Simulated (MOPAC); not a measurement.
# How the settings of MOPAC move a run on NaCl

Simulated with MOPAC 23.2.5. This is a test of settings. The cell was built from a prototype and was relaxed with r2SCAN in plane waves (Ansatz 0.2.0). Not every such cell is a known phase. All runs are without spin polarisation.

The symmetry is Fm-3m (No. 225, cubic); a = 5.605 Å in the conventional setting, 22.02 Å³ an atom. Na has 6 Cl at 2.80 Å; Cl has 6 Na at 2.80 Å.

The base run uses PM7 on a cluster of 64 atoms.

```
PM7 1SCF GRADIENTS AUX(PRECISION=6) THREADS=1
crystal as a cluster of 2x2x2 conventional cells

Na 5.605398 1 0.000000 1 0.000000 1
Cl 8.408097 1 2.802699 1 2.802699 1
Na 8.408097 1 2.802699 1 0.000000 1
Cl 11.210795 1 5.605398 1 2.802699 1
Na 8.408097 1 0.000000 1 2.802699 1
Cl 11.210795 1 2.802699 1 5.605398 1
Na 0.000000 1 0.000000 1 0.000000 1
Cl 2.802699 1 2.802699 1 2.802699 1
Na 2.802699 1 2.802699 1 0.000000 1
Cl 5.605398 1 5.605398 1 2.802699 1
Na 5.605398 1 5.605398 1 0.000000 1
Cl 8.408097 1 8.408097 1 2.802699 1
Na 8.408097 1 8.408097 1 0.000000 1
Cl 11.210795 1 11.210795 1 2.802699 1
Na 2.802699 1 0.000000 1 2.802699 1
Cl 5.605398 1 2.802699 1 5.605398 1
Na 5.605398 1 2.802699 1 2.802699 1
Cl 8.408097 1 5.605398 1 5.605398 1
Na 8.408097 1 5.605398 1 2.802699 1
Cl 11.210795 1 8.408097 1 5.605398 1
Na 5.605398 1 0.000000 1 5.605398 1
Cl 8.408097 1 2.802699 1 8.408097 1
Na 8.408097 1 2.802699 1 5.605398 1
[... 27 lines left out ...]
Na 0.000000 1 8.408097 1 2.802699 1
Cl 2.802699 1 11.210795 1 5.605398 1
Na 0.000000 1 5.605398 1 5.605398 1
Cl 2.802699 1 8.408097 1 8.408097 1
Na 2.802699 1 8.408097 1 5.605398 1
Cl 5.605398 1 11.210795 1 8.408097 1
Na 0.000000 1 2.802699 1 8.408097 1
Cl 2.802699 1 5.605398 1 11.210795 1
Na 2.802699 1 5.605398 1 8.408097 1
Cl 5.605398 1 8.408097 1 11.210795 1
Na 5.605398 1 8.408097 1 8.408097 1
Cl 8.408097 1 11.210795 1 11.210795 1
Na 0.000000 1 8.408097 1 8.408097 1
Cl 2.802699 1 11.210795 1 11.210795 1
Tv 11.210795 1 0.000000 1 0.000000 1
Tv 0.000000 1 11.210795 1 0.000000 1
Tv 0.000000 1 0.000000 1 11.210795 1
```

Command: `mopac run.mop`. It took 4.4 s on 1 thread of Intel(R) Xeon(R) Platinum 8488C (Sapphire Rapids), on a shared host, peak memory 0.05 GiB.

It converged with a gap of 14.48 eV. MOPAC's gap is a Hartree-Fock orbital gap, usually far wider than a measured one, and its energy is the heat of formation.

Each further run moved one setting: method (Hamiltonian); SCFCRT (SCF criterion); cluster (size of the cluster in conventional cells). Changes are from the base run, which isn't itself converged in every setting; energies of another Hamiltonian, functional, basis or charge aren't compared.

| setting | how it ended | gap change (eV) | energy change (meV/atom) | time (s) |
| --- | --- | --- | --- | --- |
| method = RM1 | refused | – | – | 0.05 |
| method = PM6-ORG | converged | -9.12 | – | 4.6 |
| method = PM3 | converged | -7.45 | – | 2.2 |
| method = MNDOD | converged | -6.95 | – | 7.1 |
| SCFCRT = 1e-2 (poor on purpose) | converged | 0.00 | 0.0 | 4.2 |
| cluster = 1x1x1 (poor on purpose) | refused | – | – | 0.05 |

With method = RM1 nothing was computed: the Hamiltonian has no parameters for an element here. SCFCRT = 1e-2 changes nothing that matters here. With cluster = 1x1x1 nothing was computed: the program refuses so small a cluster.

The end of the log, shortened, for method = RM1:

```
    NO.       ATOM           X           Y           Z
 DATA ARE NOT AVAILABLE FOR ELEMENT NO. 11
 Cl: (RM1): G.B. ROCHA, R.O. FREIRE, A.M.SIMAS, J.J.P. STEWART, J. COMP. CHEM. 27, 1101 (2006)
          SOME ELEMENTS HAVE BEEN SPECIFIED FOR WHICH
          NO PARAMETERS ARE AVAILABLE.  CALCULATION STOPPED.
          Parameters for some elements are missing
           Empirical Formula: Na32 Cl32  =    64 atoms
 *     Error and normal termination messages reported in this calculation     *
 * Parameters for some elements are missing                                   *
 * JOB ENDED NORMALLY                                                         *
 TOTAL JOB TIME:             0.00 SECONDS
 == MOPAC DONE ==
```
